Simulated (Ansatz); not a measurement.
From input file to script: C₅H₆Se, SMILES C#CC(=C)[Se]C in Ansatz 0.2.0.

```yaml
crystal:
  periodic: [false, false, false]
  atoms:
    - { symbol: C, position_ang: [-1.4897, 2.1412, 0.8245] }
    - { symbol: C, position_ang: [-1.1372, 1.1324, 0.2664] }
    - { symbol: C, position_ang: [-0.7144, -0.0703, -0.3996] }
    - { symbol: C, position_ang: [-1.337, -1.223, -0.1727] }
    - { symbol: Se, position_ang: [0.7572, 0.0081, -1.6317] }
    - { symbol: C, position_ang: [2.0403, -0.3506, -0.2123] }
    - { symbol: H, position_ang: [-1.799, 3.0267, 1.3145] }
    - { symbol: H, position_ang: [-2.1699, -1.2813, 0.5179] }
    - { symbol: H, position_ang: [-1.0172, -2.1258, -0.6765] }
    - { symbol: H, position_ang: [3.0635, -0.3672, -0.6404] }
    - { symbol: H, position_ang: [1.823, -1.3352, 0.2512] }
    - { symbol: H, position_ang: [1.9804, 0.4452, 0.5588] }
basis:
  gaussian:
    orbitals: def2-SVP
hamiltonian:
  xc: hf
output:
  orbitals: {}
```

Script `energy.py`:
```python
"""Single point of C5H6Se."""

from pathlib import Path

import ansatz as az
from ase import Atoms

atoms = Atoms(["C", "C", "C", "C", "Se", "C", "H", "H", "H", "H", "H", "H"], positions=[
    (-1.4897, 2.1412, 0.8245),
    (-1.1372, 1.1324, 0.2664),
    (-0.7144, -0.0703, -0.3996),
    (-1.337, -1.223, -0.1727),
    (0.7572, 0.0081, -1.6317),
    (2.0403, -0.3506, -0.2123),
    (-1.799, 3.0267, 1.3145),
    (-2.1699, -1.2813, 0.5179),
    (-1.0172, -2.1258, -0.6765),
    (3.0635, -0.3672, -0.6404),
    (1.823, -1.3352, 0.2512),
    (1.9804, 0.4452, 0.5588),
])
system = az.Crystal.molecule_from_ase(atoms)

setup = system.calculation().basis(gaussian="def2-SVP").functional("HF").orbitals()
result = setup.run(runs_dir="out")
summary = result.report

print(f"E = {summary['free_energy_ev']:.6f} eV = {summary['free_energy_ev'] / 27.211386246:.7f} Ha")
print("converged:", summary["converged"], " doubts:", summary["published_state_doubts"] or "none")

field = summary["mean_field"]
print("<S^2> =", round(abs(field["state"]["spin_squared"]), 4), " all-electron relativity setting:", field["relativity"])
print("passes:", field["passes"])
if "symmetry" in field:
    print("occupied orbitals by irrep:", field["symmetry"]["occupied"])

lines = Path(summary["orbitals_path"]).read_text().splitlines()
field_of = lambda key: [line.split("=")[1].strip() for line in lines if line.startswith(key)]
orbitals = [(27.211386 * float(e), s, float(n)) for e, s, n in zip(field_of("Ene="), field_of("Spin="), field_of("Occup="))]
homo = max(e for e, _, n in orbitals if n > 0.5)
lumo = min(e for e, _, n in orbitals if n < 0.5)
print(f"HOMO {homo:.3f} eV, LUMO {lumo:.3f} eV, gap {lumo - homo:.3f} eV")
```

```console
$ python energy.py
E = -70535.525725 eV = -2592.1327597 Ha
converged: True  doubts: none
<S^2> = 0.0  all-electron relativity setting: none
passes: {'evaluations': 11, 'products': 31}
occupied orbitals by irrep: [{'A': 35}, {'A': 35}]
HOMO -8.943 eV, LUMO 2.737 eV, gap 11.680 eV
```

Total energies depend on the basis set; only differences at equal settings carry meaning. The geometry is a force-field or estimated start, not a minimum of this method, and the basis set is short of its limit. Levels such as HOMO and LUMO are orbital energies: in Hartree-Fock the gap is too wide and the LUMO hangs on the basis. The whole script took 4 s on 1 thread of Arm Neoverse V1, on a shared host, peak memory 0.35 GiB.

(Lines on the test bed's own set-up are left out of the output.)
